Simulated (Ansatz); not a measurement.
# Si5Pb11C4: the cost of one run

Program: Ansatz 0.2.0. Level of theory: DFT PBE, scalar-relativistic, plane waves, PAW. These are calculated values, not measurements.

## (1) The system as given

The cell holds 20 atoms (C4Pb11Si5): a = 7.251 Å, b = 7.251 Å, c = 11.076 Å, α = 83.74°, β = 70.89°, γ = 70.53°.

The sites of an ideal diamond lattice, at a guessed lattice constant, take 4 C, 5 Si, 11 Pb (sublattices apart by semicolons), with a shake of 0.02 Å. Warren-Cowley parameters of the first shell (negative: unlike neighbours preferred): C-Pb +0.09, C-Si +0.00, Pb-Si +0.09. In a cell this small the draw can fall short of the order aimed at.

Its coordinates follow in the input file.

## (2) Relaxation without symmetry, coarse mesh

Cell and atoms move without symmetry, on a coarse mesh with loose thresholds.

input.yaml

```yaml
crystal:
  lattice:
    - [2.9601903, 2.9601903, 5.9203806]
    - [-2.9601903, -2.9601903, 5.9203806]
    - [8.8805709, -5.9203806, 2.9601903]
  atoms:
    - { symbol: C, position: [0.9991214871, 0.0010355308, 0.9988832624] }
    - { symbol: C, position: [0.3004947186, 0.4986389054, 0.3991944772] }
    - { symbol: C, position: [0.8035349069, 0.0018018409, 0.4010002536] }
    - { symbol: C, position: [0.1757599455, 0.8728037783, 0.3998794606] }
    - { symbol: Si, position: [0.4007835387, 0.9967948164, 0.1992184284] }
    - { symbol: Si, position: [0.7036439288, 0.5016641441, 0.5994311276] }
    - { symbol: Si, position: [0.899337324, 0.5010057843, 0.2006617264] }
    - { symbol: Si, position: [0.5689142384, 0.8784552075, 0.6006250492] }
    - { symbol: Si, position: [0.7726716905, 0.8721923529, 0.2029356306] }
    - { symbol: Pb, position: [0.1973761969, 0.9991151599, 0.602983559] }
    - { symbol: Pb, position: [0.1009933334, 0.4995425881, 0.7992239192] }
    - { symbol: Pb, position: [0.6024002112, 0.0013864701, 0.7953147704] }
    - { symbol: Pb, position: [0.5025314857, 0.4959141076, 0.9999869839] }
    - { symbol: Pb, position: [0.4717109308, 0.3780199577, 0.8003343137] }
    - { symbol: Pb, position: [0.9757446826, 0.8765047676, 0.7978065606] }
    - { symbol: Pb, position: [0.3755732007, 0.8688661841, 0.0025639249] }
    - { symbol: Pb, position: [0.6738719107, 0.3767127212, 0.3999827786] }
    - { symbol: Pb, position: [0.0747819484, 0.3720303259, 0.6017380103] }
    - { symbol: Pb, position: [0.8743875064, 0.3752778667, 0.0013041135] }
    - { symbol: Pb, position: [0.2751038934, 0.378194926, 0.1997368261] }
  symmetry: { detect: false }
basis:
  ecutwfc: 420
kpoints:
  mp_grid: { grid: [2, 2, 2], shift: [0.5, 0.5, 0.5] }
hamiltonian:
  xc: pbe
scf:
  occupations: { method: gaussian, width: 0.1 }
  lower_state_search: "off"
output:
  forces: true
  stress: true
  eigenvalues: true
relax:
  adjacent_minimum: "off"
  f_tol: 0.04
  max_steps: 50
  cell: { stress_tol: 0.3 }
```

Launch:

```
$ ansatz run input.yaml --threads 4 --pin off --max-ram 9216MiB --backend cpu --events-out ev --progress --plain --runs-dir out
```

Q: Estimate wall time and peak memory on 4 threads of Arm Neoverse V2, shared host.

About 7.8 min, with a peak of 1.4 GiB.
